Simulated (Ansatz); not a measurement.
Write a Python script for Ansatz's Python interface that makes vertical and adiabatic energies of changing the electron count of BGeH5S, SMILES B[S][GeH3]. Level of theory (for the species named): PBE0, def2-SVP basis, multiplicity 1, D3BJ dispersion.

```xyz
8

B    -0.8232    0.9379   -1.0594
S     0.8530    0.2563   -1.2427
Ge    0.6861   -0.7481    0.7184
H    -1.7325    0.3876   -1.4665
H    -1.0204    2.0296   -0.5776
H     0.5001    0.3262    1.8409
H     2.0609   -1.5194    1.0131
H    -0.4317   -1.7271    0.7179
```

The script, `run_adiabatic.py`:
```python
# -*- coding: utf-8 -*-
import ansatz as az
import numpy as np


def main():
    mol = (
        az.Crystal.molecule()
        .atom("B", (-0.8232, 0.9379, -1.0594))
        .atom("S", (0.853, 0.2563, -1.2427))
        .atom("Ge", (0.6861, -0.7481, 0.7184))
        .atom("H", (-1.7325, 0.3876, -1.4665))
        .atom("H", (-1.0204, 2.0296, -0.5776))
        .atom("H", (0.5001, 0.3262, 1.8409))
        .atom("H", (2.0609, -1.5194, 1.0131))
        .atom("H", (-0.4317, -1.7271, 0.7179))
    )

    job = mol.calculation().basis(gaussian="def2-SVP").functional("pbe0", dispersion="d3bj")
    symbols = [site.symbol for site in mol.cartesian_sites]
    start = np.array([site.position_ang for site in mol.cartesian_sites], dtype=float)
    r = job.relax(force_tolerance=0.01, max_steps=100).run(threads=1, pin="off").report
    end = np.array(r["positions_ang"])

    minimum = az.Crystal.molecule()
    for symbol, place in zip(symbols, end):
        minimum = minimum.atom(symbol, place.tolist())
    ion = (
        minimum.calculation()
        .basis(gaussian="def2-SVP")
        .functional("pbe0", dispersion="d3bj")
        .charge(1)
        .spin("collinear", total=1)
    )
    vertical = ion.run(threads=1, pin="off").report
    settled = ion.relax(force_tolerance=0.01, max_steps=80).run(threads=1, pin="off").report
    print(f"vertical ionisation energy   {vertical['free_energy_ev'] - r['free_energy_ev']:.3f} eV")
    print(f"adiabatic, no zero point     {settled['free_energy_ev'] - r['free_energy_ev']:.3f} eV")
    print(f"relaxation energy of the ion {vertical['free_energy_ev'] - settled['free_energy_ev']:.3f} eV")
    ionised = np.array(settled["positions_ang"])
    print("final positions (A) and the move of each atom")
    for symbol, xyz, old in zip(symbols, ionised, end):
        print(f"{symbol:2s} {xyz[0]:10.5f} {xyz[1]:10.5f} {xyz[2]:10.5f}   {np.linalg.norm(xyz - old):7.4f}")


if __name__ == "__main__":
    main()
```

`python run_adiabatic.py` gives:
```text
vertical ionisation energy   10.243 eV
adiabatic, no zero point     9.406 eV
relaxation energy of the ion 0.838 eV
final positions (A) and the move of each atom
B    -0.74928    1.04386   -0.97164    0.1447
S     0.33197   -0.28981   -1.48763    1.1608
Ge    0.64757   -0.88632    0.81417    0.0911
H    -1.92787    0.80403   -0.85452    0.6111
H    -0.25324    2.12395   -0.75384    1.4067
H    -0.19352    0.16037    1.54806    0.7227
H     2.16089   -0.71397    0.88823    0.7475
H     0.07577   -2.29910    0.76126    0.6065
```

What to keep in mind:
- The settings weren't tested for convergence.
- The energies are electronic: no zero-point or thermal terms, and the basis set is short of its limit. The product may relax into another structure. The relaxation finds the nearest minimum, so the adiabatic value is an upper bound.
- The whole script took 8.2 min on 1 thread of Arm Neoverse N1 (shared host), peak memory 0.34 GiB.
